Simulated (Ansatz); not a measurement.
# B2H2S2O (SMILES SB1OBS1) at B3LYP/6-31G(d) (spherical functions)

Aim: the electronic atomisation energy of B2H2S2O at B3LYP/6-31G* (spherical functions), from 5 runs. 

The results are computed with Ansatz 0.2.0.

67 further runs of the same task are left out: 67 set aside as unsound or not needed. Runs told in other sessions of the task aren't counted.

## 1. The molecule

B2H2S2O: 7 atoms, total charge 0, spin state singlet. As SMILES, `SB1OBS1`. Geometry: relaxed at PBE0-D4/def2-TZVP. This is one conformer, not always the lowest.

Bond lengths: S1–B2 1.781 Å, B2–O3 1.394 Å, O3–B4 1.387 Å, B2–S5 1.841 Å, B4–S5 1.832 Å, S1–H6 1.345 Å, B4–H7 1.189 Å. Angles: S1–B2–O3 127.3°, S1–B2–S5 130.2°, O3–B2–S5 102.6°, B2–O3–B4 89.7°, O3–B4–S5 103.3°, B2–S5–B4 64.5°, B2–S1–H6 94.6°, O3–B4–H7 125.5°, S5–B4–H7 131.2°.

## 2. The energy at B3LYP/6-31G(d) (spherical functions)

input.yaml reads:

```yaml
crystal:
  periodic: [false, false, false]
  atoms:
    - symbol: S
      position_ang: [-1.594700, 0.794600, 1.402500]
    - symbol: B
      position_ang: [-0.211900, 0.312100, 0.389500]
    - symbol: O
      position_ang: [-0.181400, -0.697300, -0.571400]
    - symbol: B
      position_ang: [1.146800, -0.395600, -0.834200]
    - symbol: S
      position_ang: [1.501400, 0.981700, 0.321000]
    - symbol: H
      position_ang: [-2.432400, -0.120800, 0.882800]
    - symbol: H
      position_ang: [1.833600, -0.942500, -1.636000]
basis:
  gaussian: {orbitals: 6-31G_st_-spherical.json}
hamiltonian: {xc: {name: B3LYP}}
accuracy: high
output: {orbitals: {seedname: orbitals}}
```

The basis set 6-31G* is read from a file made from the Basis Set Exchange's data (not shown).

Started as:

```sh
ansatz run input.yaml --threads 1 --pin off --max-ram 2610MiB --events-out events.jsonl --progress --plain --runs-dir runs
```

Standard output:

```text
Warning: RAYON_NUM_THREADS=1 ignored (pool sized by the plan → 1); use --threads N
Functional definition: B3LYP
  name "B3LYP"
  parameter a0 = 0.2
  parameter ax = 0.72
  parameter ac = 0.81
  exchange = (1 - a0 - ax)*slater_x + ax*b88_x + a0*exact_x
  correlation = (1 - ac)*vwn_rpa_c + ac*lyp_c
1840 factors; integrals over basis functions are off by at most 3.2e-9 eV
mean field evaluation 1: about -25103.0053 eV, gradient 4.2e1 eV
mean field evaluation 2: about -25095.6693 eV, gradient 7.6e1 eV
mean field evaluation 4: about -25106.2694 eV, gradient 2.5e0 eV
mean field evaluation 8: about -25106.4717 eV, gradient 2.6e-1 eV
mean field evaluation 16: about -25106.4719 eV, gradient 7.6e-5 eV
mean field -25106.47190566 eV, -922.6458247552 hartree, gradient 2.2e-8 eV, S^2 0.000000; 0 other end points of the search recorded, 0 dependent functions left out
reference -25106.47194257 eV, -922.6458261117 hartree; 26, 26 occupied and 56, 56 virtual orbitals, 1840 factors
Total energy: -25106.47194257 eV, -922.6458261117 hartree
```

Wall time 8.1 s (1 thread of Arm Neoverse V2, shared host); peak memory 0.28 GiB.

## 3. The B atom

job.yaml reads:

```yaml
crystal:
  periodic: [false, false, false]
  atoms:
    - {symbol: B, position_ang: [0.000000, 0.000000, 0.000000]}
basis:
  gaussian:
    orbitals: 6-31G_st_-spherical.json
magnetization:
  spin_polarized: true
  initial_magnetization: 1
hamiltonian:
  xc: {name: B3LYP}
accuracy: high
```

The basis set 6-31G* is read from a file made from the Basis Set Exchange's data (not shown).

Run the same way, it converges to -24.65384 Eh (log not shown).

## 4. The H atom, same level

molecule.yaml reads:

```yaml
crystal:
  periodic: [false, false, false]
  atoms:
    - {symbol: H, position_ang: [0.000000, 0.000000, 0.000000]}
basis:
  gaussian:
    orbitals: "6-31G*"
magnetization:
  spin_polarized: true
  initial_magnetization: 1
hamiltonian:
  xc: {name: B3LYP}
accuracy: high
```

Run the same way, it converges to -0.50027 Eh (log not shown).

## 5. The O atom, same level

run.yaml reads:

```yaml
crystal:
  periodic: [false, false, false]
  atoms:
    - symbol: O
      position_ang: [0.000000, 0.000000, 0.000000]
basis:
  gaussian:
    orbitals: 6-31G_st_-spherical.json
magnetization:
  spin_polarized: true
  initial_magnetization: 2
hamiltonian:
  xc: {name: B3LYP}
accuracy: high
```

The basis set 6-31G* is read from a file made from the Basis Set Exchange's data (not shown).

Run the same way, it converges to -75.05940 Eh (log not shown).

## 6. The S atom

input.yaml reads:

```yaml
crystal:
  periodic: [false, false, false]
  atoms:
    - {symbol: S, position_ang: [0.000000, 0.000000, 0.000000]}
basis:
  gaussian:
    orbitals: 6-31G_st_-spherical.json
hamiltonian:
  xc: {name: B3LYP}
accuracy: high
magnetization:
  spin_polarized: true
  initial_magnetization: 2
```

The basis set 6-31G* is read from a file made from the Basis Set Exchange's data (not shown).

Run the same way, it converges to -398.10192 Eh (log not shown).

## 7. Results

Level: B3LYP/6-31G* (spherical functions).

| quantity | value |
| --- | --- |
| molecule: total energy | -922.64583 Eh |
| molecule: HOMO energy | -7.51 eV |
| molecule: LUMO energy | -1.24 eV |
| molecule: HOMO–LUMO gap | 6.27 eV |
| B atom: total energy | -24.65384 Eh |
| B atom: ⟨S²⟩ | 0.752 |
| H atom: total energy | -0.50027 Eh |
| H atom: ⟨S²⟩ | 0.750 |
| O atom: total energy | -75.05940 Eh |
| O atom: ⟨S²⟩ | 2.002 |
| S atom: total energy | -398.10192 Eh |
| S atom: ⟨S²⟩ | 2.002 |
| electronic atomisation energy | 29.235 eV |

Taking the molecule apart into free atoms costs 29.24 eV (674 kcal/mol), before zero-point energy and without spin-orbit coupling.
